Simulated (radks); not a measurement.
**Yb⁴³⁺ in [Ar] 3d9: an all-electron calculation**

The task here is to estimate one member of a computed series from the others.

Program: radks (a radial shooting solver on a logarithmic mesh, Libxc functionals) version 1. Level of theory: scalar-relativistic Kohn-Sham, SCAN, spin-unpolarised, spherical densities, finite nucleus. These are calculated values, not measurements, unless marked.

## The atom as given

| Item | Value |
| --- | --- |
| element | ytterbium (Z = 70) |
| charge | +43 |
| electrons | 27 |
| configuration | [Ar] 3d9 |
| nuclear rms radius | 5.3108 fm |

Outer shells as boxes (Hund's rule):

Yb⁴³⁺
```
[Ar] core
3d [↑↓][↑↓][↑↓][↑↓][↑ ]
```

The first run:

The run's settings:

```text
Z 70
configuration [Ar] 3d9 4s0 4p0
relativity scalar-relativistic
functional scan,scan
spin unpolarised
nucleus finite rms 5.3108 fm
c 137.035999084
```

Run with:

```bash
python run_ks.py task.json out
```

The same process makes all the runs of this session.

One table of the session follows, with a row left open; its other results are not shown here.

It belongs to the step «Shells». Sizes of the orbitals, from the radial functions (bohr):

| level | <r> | outermost maximum (interpolated) | 90 % within | nodes |
| --- | --- | --- | --- | --- |
| 1s | 0.01966 | 0.0124 | 0.0357 | 0 |
| 2s | 0.08307 | 0.0704 | 0.129 | 1 |
| 2p | ? | ? | ? | ? |
| 3s | 0.2113 | 0.197 | 0.308 | 2 |
| 3p | 0.2094 | 0.193 | 0.312 | 1 |
| 3d | 0.1883 | 0.157 | 0.290 | 0 |
| 4s | 0.4169 | 0.413 | 0.588 | 3 |
| 4p | 0.4251 | 0.422 | 0.605 | 2 |

Q: Estimate the row for 2p from the others.

**Answer.** <r>: 0.07390; outermost maximum (interpolated): 0.0575; 90 % within: 0.120; nodes: 0. In the column «<r>» it lies between 1s (0.01966) and 2s (0.08307).

Limits of these values: Spin polarisation and multiplet splitting are left out.
